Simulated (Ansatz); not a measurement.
# LiZn3: the cost of one run

Computed with the Python package of Ansatz 0.2.0. Level of theory: DFT LDA, plane waves, PAW.

## Step 1: The structure

Symmetry: Fm-3m, No. 225, cubic system. Conventional cell: a = 6.022 Å, b = 6.022 Å, c = 6.022 Å, α = 90.00°, β = 90.00°, γ = 90.00°. Around Li (site symmetry m-3m) lie 8 Zn at 2.61 Å. Zn (site symmetry -43m) has 4 Li at 2.61 Å and 4 Zn at 2.61 Å as nearest neighbours. Zn (site symmetry m-3m) is surrounded by 8 Zn at 2.61 Å.

The script holds or builds the structure itself.

## Step 2: Script

Input file push_lizn3.py:

```python
"""Frozen displacement of one atom in LiZn3."""

import ansatz as az
import numpy as np

OCCUPATIONS = "Fermi-Dirac"
SMEARING_WIDTH = 0.1

lattice = az.Lattice.of(
    [0.0, 3.01111, 3.01111],
    [3.01111, 0.0, 3.01111],
    [3.01111, 3.01111, 0.0],
)
sites = [
    ("Li", [0.0, 0.0, 0.0]),
    ("Zn", [0.25, 0.25, 0.25]),
    ("Zn", [0.75, 0.75, 0.75]),
    ("Zn", [0.5, 0.5, 0.5]),
]
lizn3 = az.Crystal(lattice=lattice)
for symbol, position in sites:
    lizn3 = lizn3.atom(symbol, position)

inverse = np.linalg.inv(np.array(lizn3.lattice.vectors))
home = np.array(lizn3.sites[0].position)
values = np.linspace(-0.2, 0.2, 5)
energies, pulls = [], []
for shift in values:
    moved = lizn3.move(0, to=home + shift * inverse[0])
    calc = (
        moved.calculation()
        .functional(az.Functional.LDA)
        .kpoints(6)  # sampling of the Brillouin zone
        .occupations(OCCUPATIONS, width=SMEARING_WIDTH)  # fractional filling near the Fermi level
        .forces()
    )
    data = calc.run(threads=1).report
    energies.append(data["free_energy_ev"])
    pulls.append(data["forces_ev_ang"][0][0])

# the force is minus the slope of the free energy
print("shift (A)   dE (eV)   force along x (eV/A)")
for shift, e, f in zip(values, energies, pulls):
    print(f"{shift:8.3f} {e - energies[2]:10.5f} {f:12.4f}")
print(f"stiffness from energies {2 * np.polyfit(values, energies, 2)[0]:.3f}, from forces {-np.polyfit(values, pulls, 1)[0]:.3f} eV/A^2")
```

## Step 3: The calls as engine input

The engine receives this input (first run):

```yaml
crystal:
  lattice:
    - [0.0, 3.01111, 3.01111]
    - [3.01111, 0.0, 3.01111]
    - [3.01111, 3.01111, 0.0]
  atoms:
    - { symbol: Li, position: [0.03321034435806065, -0.03321034435806065, -0.03321034435806065] }
    - { symbol: Zn, position: [0.25, 0.25, 0.25] }
    - { symbol: Zn, position: [0.75, 0.75, 0.75] }
    - { symbol: Zn, position: [0.5, 0.5, 0.5] }
kpoints:
  mp_grid:
    grid: [6, 6, 6]
hamiltonian:
  xc: lda
scf:
  occupations:
    method: fermi_dirac
    width: 0.1
output:
  forces: true
```

## Step 4: The run

Command:

```bash
$ python push_lizn3.py
```

Q: Estimate wall time and peak memory on 1 thread of Arm Neoverse N1, shared host.

About 29 s, with a peak of 0.4 GiB.
